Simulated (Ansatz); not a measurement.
**CH3BClFO (methoxychlorofluoroborane) at HF/cc-pVDZ**

Aim: the vertical ionisation energy of CH3BClFO (methoxychlorofluoroborane) at HF/cc-pVDZ, from 2 runs. 

Program for the calculation: Ansatz 0.2.0.

134 further runs of the same task are left out: 134 set aside as unsound or not needed. Runs told in other sessions of the task aren't counted.

## 1. The molecule

CH3BClFO has 8 atoms, charge 0, and is taken as a singlet. As SMILES, `COB(F)Cl`. The coordinates come from a PBE0-D4/def2-TZVP relaxation. This is one conformer, not always the lowest.

Bond lengths: C1–O2 1.414 Å, O2–B3 1.333 Å, B3–F4 1.320 Å, B3–Cl5 1.765 Å, C1–H6 1.091 Å, C1–H7 1.090 Å, C1–H8 1.091 Å. Angles: C1–O2–B3 126.0°, O2–B3–F4 118.3°, O2–B3–Cl5 124.1°, F4–B3–Cl5 117.7°, O2–C1–H6 108.6°, O2–C1–H7 108.2°, O2–C1–H8 111.7°, H6–C1–H7 109.1°, H6–C1–H8 109.5°, H7–C1–H8 109.7°.

## 2. A single-point energy at HF/cc-pVDZ

in.yaml

```yaml
crystal:
  periodic: [false, false, false]
  atoms:
    - {symbol: C, position_ang: [0.662000, -0.415400, 0.804600]}
    - {symbol: O, position_ang: [-0.122300, -0.654500, -0.347500]}
    - {symbol: B, position_ang: [-0.782400, 0.264900, -1.051400]}
    - {symbol: F, position_ang: [-1.466600, -0.129900, -2.108800]}
    - {symbol: Cl, position_ang: [-0.801800, 1.985600, -0.658500]}
    - {symbol: H, position_ang: [1.700600, -0.658800, 0.576000]}
    - {symbol: H, position_ang: [0.308900, -1.072800, 1.599700]}
    - {symbol: H, position_ang: [0.593700, 0.623700, 1.130000]}
basis:
  gaussian: {orbitals: cc-pVDZ}
total_charge: 0
magnetization: {spin_polarized: false}
hamiltonian: {xc: hf}
accuracy: high
output: {orbitals: {seedname: orbitals}}
```

On the command line:

```
$ ansatz run in.yaml --threads 1 --pin off --max-ram 3480MiB --events-out events.jsonl --progress --plain --runs-dir runs
```

The program printed:

```text
Warning: RAYON_NUM_THREADS=1 ignored (pool sized by the plan → 1); use --threads N
Functional definition: HF
  name "HF"
  exchange = exact_x
  correlation = 0
2055 factors; integrals over basis functions are off by at most 3.5e-9 eV
mean field evaluation 1: about -18998.3694 eV, gradient 3.3e1 eV
mean field evaluation 2: about -18998.5025 eV, gradient 3.4e1 eV
mean field evaluation 4: about -19000.8580 eV, gradient 3.0e0 eV
mean field evaluation 8: about -19000.8910 eV, gradient 1.9e-1 eV
mean field evaluation 16: about -19000.8911 eV, gradient 1.1e-8 eV
mean field -19000.89114428 eV, -698.2698702857 hartree, gradient 1.1e-8 eV, S^2 0.000000; 0 other end points of the search recorded, 0 dependent functions left out
reference -19000.89114428 eV, -698.2698702857 hartree; 24, 24 occupied and 65, 65 virtual orbitals, 2055 factors
Total energy: -19000.89114428 eV, -698.2698702857 hartree
```

It took 2.3 s on 1 thread of Arm Neoverse V2, shared host; peak memory 0.26 GiB.

## 3. The doublet cation, same level

molecule.yaml

```yaml
crystal:
  periodic: [false, false, false]
  atoms:
    - {symbol: C, position_ang: [0.662000, -0.415400, 0.804600]}
    - {symbol: O, position_ang: [-0.122300, -0.654500, -0.347500]}
    - {symbol: B, position_ang: [-0.782400, 0.264900, -1.051400]}
    - {symbol: F, position_ang: [-1.466600, -0.129900, -2.108800]}
    - {symbol: Cl, position_ang: [-0.801800, 1.985600, -0.658500]}
    - {symbol: H, position_ang: [1.700600, -0.658800, 0.576000]}
    - {symbol: H, position_ang: [0.308900, -1.072800, 1.599700]}
    - {symbol: H, position_ang: [0.593700, 0.623700, 1.130000]}
basis:
  gaussian: {orbitals: cc-pVDZ}
total_charge: 1
magnetization: {spin_polarized: true, initial_magnetization: 1}
hamiltonian: {xc: hf}
accuracy: high
output: {orbitals: {seedname: orbitals}}
```

On the command line:

```
$ ansatz run molecule.yaml --threads 1 --pin off --max-ram 3480MiB --events-out events.jsonl --progress --plain --runs-dir runs
```

The program printed, shortened:

```text
Warning: RAYON_NUM_THREADS=1 ignored (pool sized by the plan → 1); use --threads N
Functional definition: HF
  name "HF"
[...]
2054 factors; integrals over basis functions are off by at most 3.5e-9 eV
[...]
mean field -18989.75871090 eV, -697.8607609050 hartree, gradient 2.9e-8 eV, S^2 0.763356; 5 other end points of the search recorded, 0 dependent functions left out
reference -18989.75871090 eV, -697.8607609050 hartree; 24, 23 occupied and 65, 66 virtual orbitals, 2054 factors
Total energy: -18989.75871090 eV, -697.8607609050 hartree
```

Wall time 14 s (1 thread of Arm Neoverse V2, shared host); peak memory 0.48 GiB.

## 4. Results

At HF/cc-pVDZ:

| quantity | value |
| --- | --- |
| singlet CH3BClFO: total energy | -698.26987 Eh |
| singlet CH3BClFO: HOMO energy | -12.86 eV |
| singlet CH3BClFO: LUMO energy | 4.75 eV |
| singlet CH3BClFO: HOMO–LUMO gap | 17.61 eV |
| doublet cation: total energy | -697.86076 Eh |
| doublet cation: HOMO energy (highest over α and β) | -18.50 eV |
| doublet cation: LUMO energy (lowest over α and β) | -9.02 eV |
| doublet cation: ⟨S²⟩ | 0.763 |
| vertical ionisation energy (to the doublet cation) | 11.132 eV |

**Reading.** The vertical ionisation energy comes to 11.13 eV (1074 kJ/mol). −ε(HOMO) before ionisation, 12.86 eV, is 1.73 eV above this ionisation energy.
